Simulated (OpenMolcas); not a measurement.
**Fe⁴⁺ among point charges: CASSCF and CASPT2 levels and susceptibility**

How does a field of 6 point charges split the states of Fe⁴⁺, and what χT follows?

The numbers are computed with OpenMolcas 26.06 (state-averaged CASSCF and CASPT2, spin-orbit coupling by RASSI with atomic mean-field integrals), except any that are marked as measured or tabulated.

## 1. The system

```
Species                           : Fe⁴⁺ (iron, Z = 26, 22 electrons)
Basis                             : ANO-RCC-VDZP [5s4p2d1f], 34 functions
Scalar Hamiltonian                : DKH2, point nucleus
Inactive shells                   : 1s 2s 2p 3s 3p
Active space                      : 4 electrons in 5 orbitals (3d)
Some configurations of this space : 3d4
Orbitals                          : optimised for each spin and parity, averaged over all roots
```

Outer shells as boxes (Hund's rule):

3d4
```
3d [↑ ][↑ ][↑ ][↑ ][  ]
```

The ion sits among 6 point charges of -2 e arranged as an octahedron (Oh), 2.12 Å from the ion.

Each step is its own input file, run in one work folder so that later steps find the files of earlier ones. Labels, J, g values, rates, χT and fits are worked out afterwards by a script from the matrices that RASSI stores. The input lists half of the charges; inversion (Group=XYZ) makes the rest.

## 2. One- and two-electron integrals

Contents of a.inp:

```
&GATEWAY
Coord
1

Fe 0.0 0.0 0.0
Basis=ANO-RCC-VDZP
Group=XYZ
NoMove
AngMom=0.0 0.0 0.0
AMFI
XField
3 Angstrom 0
2.120000 0.000000 0.000000 -2.000000
0.000000 2.120000 0.000000 -2.000000
0.000000 0.000000 2.120000 -2.000000
&SEWARD
```

Command:

```bash
> OMP_NUM_THREADS=1 MOLCAS_MEM=1689 MOLCAS_PROJECT=a pymolcas a.inp > a.log
```

## 3. CASSCF: quintets of even parity, 5 roots

Contents of a.inp:

```
&RASSCF
FileOrb=start.orb
Symmetry=1
Spin=5
nActEl=4 0 0
Inactive=3 6
Ras2=5 0
CIRoot=5 5 1
SDav=5
CIMx=300
Iter=120 100
PrWF=0.3
OrbListing=Nothing
MaxOrb=0
>>> COPY $Project.JobIph JOB001
```

start.orb holds the contracted functions of the basis, ordered by shell, or the orbitals of the step before.

## 4. CASSCF: triplets of even parity, 45 roots

Contents of a.inp:

```
&RASSCF
FileOrb=start.orb
Symmetry=1
Spin=3
nActEl=4 0 0
Inactive=3 6
Ras2=5 0
CIRoot=45 45 1
SDav=45
CIMx=300
Iter=120 100
PrWF=0.3
OrbListing=Nothing
MaxOrb=0
>>> COPY $Project.JobIph JOB002
```

## 5. CASSCF: singlets of even parity, 50 roots

Contents of a.inp:

```
&RASSCF
FileOrb=start.orb
Symmetry=1
Spin=1
nActEl=4 0 0
Inactive=3 6
Ras2=5 0
CIRoot=50 50 1
SDav=50
CIMx=300
Iter=120 100
PrWF=0.3
OrbListing=Nothing
MaxOrb=0
>>> COPY $Project.JobIph JOB003
```

## 6. State interaction with spin-orbit coupling

Contents of a.inp:

```
&RASSI
NrOfJobIphs=3 5 45 50
1 2 3 4 5
1 2 3 4 5 6 7 8 9 10 11 12 13 14 15 16 17 18 19 20 21 22 23 24 25 26 27
28 29 30 31 32 33 34 35 36 37 38 39 40 41 42 43 44 45
1 2 3 4 5 6 7 8 9 10 11 12 13 14 15 16 17 18 19 20 21 22 23 24 25 26 27
28 29 30 31 32 33 34 35 36 37 38 39 40 41 42 43 44 45 46 47 48 49 50
IphNames
JOB001
JOB002
JOB003
EJob
SpinOrbit
DIPRint=1.0
SOCoupling=1000.0
Subsets=2
Property=9
'ANGMOM' 1 'ANGMOM' 2 'ANGMOM' 3 'MLTPL  1' 1 'MLTPL  1' 2 'MLTPL  1' 3
'AMFI' 1 'AMFI' 2 'AMFI' 3
SOProperty=3
'ANGMOM' 1 'ANGMOM' 2 'ANGMOM' 3
```

## 7. CASPT2: IPEA 0.25, imaginary shift 0.1 (closed shells correlated: 3s 3p)

Contents of a.inp:

```
>>> COPY JOB001 $Project.JobIph
&CASPT2
Multistate=5 1 2 3 4 5
NoMult
Frozen=2 3
IPEA=0.25
Imaginary=0.1
MaxIter=60
WThr=0.0 0.3 0.05
PrWF=0.5
NoMix
>>> COPY JOB002 $Project.JobIph
&CASPT2
Multistate=45 1 2 3 4 5 6 7 8 9 10 11 12 13 14 15 16 17 18 19 20 21 22
23 24 25 26 27 28 29 30 31 32 33 34 35 36 37 38 39 40 41 42 43 44 45
NoMult
Frozen=2 3
IPEA=0.25
Imaginary=0.1
MaxIter=60
WThr=0.0 0.3 0.05
PrWF=0.5
NoMix
>>> COPY JOB003 $Project.JobIph
&CASPT2
Multistate=50 1 2 3 4 5 6 7 8 9 10 11 12 13 14 15 16 17 18 19 20 21 22
23 24 25 26 27 28 29 30 31 32 33 34 35 36 37 38 39 40 41 42 43 44 45 46
47 48 49 50
NoMult
Frozen=2 3
IPEA=0.25
Imaginary=0.1
MaxIter=60
WThr=0.0 0.3 0.05
PrWF=0.5
NoMix
```

(Steps that only read results are left out.)

**Question.** What will these runs give? Wanted: spin-free ground state; first state of the same spin within the active space; lowest level; next level.

**Answer**, as computed:

```
                                            quantity                                                                        value
                                              method  SS-CASPT2, IPEA 0.25, imaginary shift 0.1 (closed shells correlated: 3s 3p)
                              spin-free ground state                                               5E, 2-fold in its orbital part
first state of the same spin within the active space                                                             5T2 at 1690 cm⁻¹
                                        lowest level                                                                    1-fold A1
                                          next level                                                                    86.1 cm⁻¹
                                         χT at 300 K                                                               2.15 cm³ K/mol
                           effective moment at 300 K                                                                      4.14 μB
```

Cost by method:

```
                                              method  time of its own steps  time with the reference
                                           A. CASSCF                   25 s                     25 s
B. SS-CASPT2, IPEA 0.25, imaginary shift 0.1, +3s 3p                  6.4 s                     31 s
```

Times are of one thread on a shared host.

What this shows: The spin-free ground state (5E) comes to 100 % from free-ion D terms and keeps the highest spin of the shell. χT at 300 K is 2.15, against 3.01 cm³ K/mol for the spin alone, so spin-orbit coupling lowers it. An active space of the d shell alone favours high spin; real ions in strong fields can be low spin. CASPT2 does not keep the components of a term degenerate, and the means are used. An orbital doublet at a regular site is open to a Jahn-Teller distortion, which this geometry leaves out. The field of point charges can differ much from that of real complexes. With metal d orbitals alone active, the gaps between spin states are rough; where two lie within a few thousand cm-1, their order is open. Point charges carry no covalency, so the field is a model and not that of real ligands.
